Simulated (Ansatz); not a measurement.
# ClH4NOZn: the cost of one run

Program: Ansatz 0.2.0. Level of theory: RKS LDA/def2-SVP. These are calculated values, not measurements.

## (1) Starting point

Bond lengths: Zn1–Cl2 2.590 Å, Zn1–O3 1.790 Å, O3–H4 1.010 Å, Zn1–N5 2.230 Å, N5–H6 1.060 Å, N5–H7 1.060 Å. Angles: Cl2–Zn1–O3 180.0°, Cl2–Zn1–N5 71.6°, O3–Zn1–N5 108.4°, Zn1–O3–H4 109.5°, Zn1–N5–H6 120.0°, Zn1–N5–H7 120.0°, H6–N5–H7 120.0°.

Structure file:

```xyz
8

Zn    0.0000    0.0000    0.0000
Cl    0.0000    0.0000    2.5900
O     0.0000    0.0000   -1.7900
H     0.2547   -0.9174   -2.1271
N    -2.0823   -0.3777    0.7032
H    -2.6997   -1.0664    0.1855
H    -2.4545    0.1315    1.5551
H    -1.4466   -0.2624    1.8808
```

## (2) Pulling towards end A

Springs on the bonds that form and break draw the guess towards this end; the thresholds are loose.

Input file input.yaml:

```yaml
crystal:
  periodic: [false, false, false]
  atoms:
    - { symbol: Zn, position_ang: [0.0, 0.0, 0.0] }
    - { symbol: Cl, position_ang: [0.0, 0.0, 2.59] }
    - { symbol: O, position_ang: [0.0, 0.0, -1.79] }
    - { symbol: H, position_ang: [0.2547, -0.9174, -2.1271] }
    - { symbol: "N", position_ang: [-2.0823, -0.3777, 0.7032] }
    - { symbol: H, position_ang: [-2.6997, -1.0664, 0.1855] }
    - { symbol: H, position_ang: [-2.4545, 0.1315, 1.5551] }
    - { symbol: H, position_ang: [-1.4466, -0.2624, 1.8808] }
basis:
  gaussian: { orbitals: def2-SVP }
hamiltonian:
  xc: lda
relax:
  f_tol: 0.15
  max_steps: 25
  restrain:
    - { distance: [0, 4], at: 3.13, k: 30.0 }
    - { distance: [7, 1], at: 2.57, k: 30.0 }
    - { distance: [0, 1], at: 2.24, k: 30.0 }
    - { distance: [7, 4], at: 1.06, k: 30.0 }
```

Started as:

```console
ansatz run input.yaml --threads 2 --pin off --max-ram 3072MiB --backend cpu --events-out ev --progress --plain --runs-dir out
```

**Question.** How long does this run take on 2 threads of Arm Neoverse V1, shared host, and how much memory does it need?

About 24 s, with a peak of 0.15 GiB.
